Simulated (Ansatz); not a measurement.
# FGeH4In: trial inputs and their diagnosis

3 inputs were typed for FGeH4In. Each is run as it stands; the log then has to tell whether the result can be used.

Computed with Ansatz 0.2.0, Gaussian basis. Level: the settings change from run to run.

1 further run of the same task is left out (for a known fault of the program).

### 1 The molecule

An earlier PBE0-D4 in a triple-zeta def2 set relaxation fixed the geometry. In takes a core potential in def2 sets; no spin-orbit term is included.

7 atoms, charge 0, spin multiplicity 1.

Atoms are counted from 1 here; the program's logs count them from 0.

Bond lengths: F1–Ge2 1.757 Å, Ge2–In3 2.616 Å, Ge2–H4 1.545 Å, Ge2–H5 1.545 Å, In3–H6 1.721 Å, In3–H7 1.727 Å. Angles: F1–Ge2–In3 108.3°, F1–Ge2–H4 104.4°, F1–Ge2–H5 104.4°, In3–Ge2–H4 115.3°, In3–Ge2–H5 115.3°, H4–Ge2–H5 108.0°, Ge2–In3–H6 120.3°, Ge2–In3–H7 118.5°, H6–In3–H7 121.1°.

### 2 Input 1

in.yaml reads:

```yaml
crystal:
  periodic: [false, false, false]
  atoms:
    - {symbol: F, position_ang: [-2.299712, 0.151335, 0.072286]}
    - {symbol: Ge, position_ang: [-0.782341, -0.191269, -0.744430]}
    - {symbol: In, position_ang: [1.173331, 0.231046, 0.940569]}
    - {symbol: H, position_ang: [-0.929359, -1.649452, -1.233507]}
    - {symbol: H, position_ang: [-0.796080, 0.730711, -1.984015]}
    - {symbol: H, position_ang: [0.840235, 0.760296, 2.543419]}
    - {symbol: H, position_ang: [2.793918, -0.032676, 0.405678]}
basis:
  gaussian: {orbitals: def2-TZVPP}
magnetization: {spin_polarized: true, initial_magnetization: 1}
hamiltonian: {xc: {name: wB97X-V}}
```

Launch:

```
$ ansatz run in.yaml --threads 2 --pin off --events-out ev --progress --plain --max-ram 4352MiB
```

The program printed:

```text
Error: a molecule whose nuclei and cores have a total charge of 66 cannot have a net charge of 0 together with 1 unpaired electrons
```

Run time: 0.05 s. Hardware: 2 threads of Arm Neoverse V1, shared host.

Diagnosis: Refused before any calculation. The number of unpaired electrons doesn't fit the electron count. Cure: make charge and initial_magnetization agree: an even electron count takes an even number of unpaired electrons.

### 3 Input 2

in.yaml reads:

```yaml
crystal:
  periodic: [false, false, false]
  atoms:
    - {symbol: F, position_ang: [-2.299712, 0.151335, 0.072286]}
    - {symbol: Ge, position_ang: [-0.782341, -0.191269, -0.744430]}
    - {symbol: In, position_ang: [1.173331, 0.231046, 0.940569]}
    - {symbol: H, position_ang: [-0.929359, -1.649452, -1.233507]}
    - {symbol: H, position_ang: [-0.796080, 0.730711, -1.984015]}
    - {symbol: H, position_ang: [0.840235, 0.760296, 2.543419]}
    - {symbol: H, position_ang: [2.793918, -0.032676, 0.405678]}
basis:
  gaussian: {orbitals: def2-TZVPD}
total_charge: 1
magnetization: {spin_polarized: true, initial_magnetization: 1}
hamiltonian: {xc: {name: wPBEh}}
smearing: {width: 0.1}
output: {forces: true}
```

The command is unchanged.

The program printed:

```text
Error: YAML parse error: error: line 16 column 1: unknown field `smearing`, expected one of crystal, accuracy, basis, kpoints, hamiltonian, magnetization, projection, total_charge, correlation, batch, efield, external_charges, scf, relax, neb, saddle, md, ramp, phonons, dielectric, real_time, elastic, magnetic_configurations, gw, evaluate, workflow, output, checkpoint, execution
  --> <input>:16:1
   |
14 | magnetization: {spin_polarized: true, initial_magnetization: 1}
15 | hamiltonian: {xc: {name: wPBEh}}
16 | smearing: {width: 0.1}
   | ^ unknown field `smearing`, expected one of crystal, accuracy, basis, kpoints, hamiltonian, magnetization, projection, total_charge, correlation, batch, efield, external_charges, scf, relax, neb, saddle, md, ramp, phonons, dielectric, real_time, elastic, magnetic_configurations, gw, evaluate, workflow, output, checkpoint, execution
17 | output: {forces: true}
   |
```

Run time: 0.05 s. Hardware: 2 threads of Arm Neoverse V1, shared host.

**Diagnosis.** Refused before any calculation. The input holds a key that doesn't belong there. It also asks for charge 1 and multiplicity 2, another species or state than the molecule above. Fix: remove the key, or spell it as the input reference has it, and set charge and spin to those of the species named.

### 4 Input 3

in.yaml reads:

```yaml
crystal:
  periodic: [false, false, false]
  atoms:
    - {symbol: F, position_ang: [-2.299712, 0.151335, 0.072286]}
    - {symbol: Ge, position_ang: [-0.782341, -0.191269, -0.744430]}
    - {symbol: In, position_ang: [1.173331, 0.231046, 0.940569]}
    - {symbol: H, position_ang: [-0.929359, -1.649452, -1.233507]}
    - {symbol: H, position_ang: [-0.796080, 0.730711, -1.984015]}
    - {symbol: H, position_ang: [0.840235, 0.760296, 2.543419]}
    - {symbol: H, position_ang: [2.793918, -0.032676, 0.405678]}
basis:
  gaussian: {orbitals: def2-mTZVP, final_grid: {core_spheres: 1, valence_spheres: 1, degree: 1}}
magnetization: {spin_polarized: true, initial_magnetization: 2}
hamiltonian: {xc: {name: r2SCAN}}
output: {forces: true}
```

Same command.

The program printed (excerpt; [...] marks lines left out):

```text
Functional definition: r2SCAN
  name "r2SCAN"
  cite "Furness, Kaplan, Ning, Perdew & Sun, J. Phys. Chem. Lett. 11, 8208 (2020) doi:10.1021/acs.jpclett.0c02405"
  cite "Furness, Kaplan, Ning, Perdew & Sun, J. Phys. Chem. Lett. 11, 9248 (2020) doi:10.1021/acs.jpclett.0c03077"
  parent r2scan
[...]
1026 factors; their error is unknown
[...]
a density is far from that of the atoms, so the factors are made again for it
1222 factors; integrals over basis functions are off by at most 1.0e-4 eV
[...]
mean field -64698.12881633 eV, -2377.6123800334 hartree, gradient 2.9e-6 eV, S^2 3.108363; 0 other end points of the search recorded, 0 dependent functions left out
[...]
reference -64698.12888980 eV, -2377.6123827331 hartree; 34, 32 occupied and 69, 71 virtual orbitals, 1222 factors
Total energy: -64698.12888980 eV, -2377.6123827331 hartree
Atom 0 at    -2.299712     0.151335     0.072286 Å, force    -4.504356    -5.209909   -17.425769 eV/Å
Atom 1 at    -0.782341    -0.191269    -0.744430 Å, force    25.910317    14.551568    50.802749 eV/Å
Atom 2 at     1.173331     0.231046     0.940569 Å, force   -49.335910   -17.327240   -63.426014 eV/Å
Atom 3 at    -0.929359    -1.649452    -1.233507 Å, force     3.041420     4.648506    -0.262174 eV/Å
Atom 4 at    -0.796080     0.730711    -1.984015 Å, force     2.539605    -4.246862     2.582113 eV/Å
Atom 5 at     0.840235     0.760296     2.543419 Å, force     5.774908     8.632051    28.134927 eV/Å
Atom 6 at     2.793918    -0.032676     0.405678 Å, force    16.574015    -1.048114    -0.405832 eV/Å
Dipole moment:    -1.003389    -0.126281    -0.551187 e Å
```

Run time: 64 s. Hardware: 2 threads of Arm Neoverse V1, shared host.

What is wrong: It ended without an error, which proves nothing about the input. The integration grid is far too coarse. It also asks for charge 0 and multiplicity 3, another species or state than the molecule above. Its energy carries the error of the grid. Cure: drop final_grid and take the default grid, and set charge and spin to those of the species named.

### 5 Summary

```tsv
input	level	ended	cause	time
1	wB97X-V/def2-TZVPP	refused	the number of unpaired electrons doesn't fit the electron count	0.05 s
2	wPBEh/def2-TZVPD	refused	the input holds a key that doesn't belong there	0.05 s
3	r2SCAN/def2-mTZVP	converged	the integration grid is far too coarse	64 s
```

In words: 2 refused, 1 converged. A refusal costs next to no computing time. The dangerous case is the input that converges on a wrong geometry, charge, spin, basis or grid: often only a look at the input shows it.
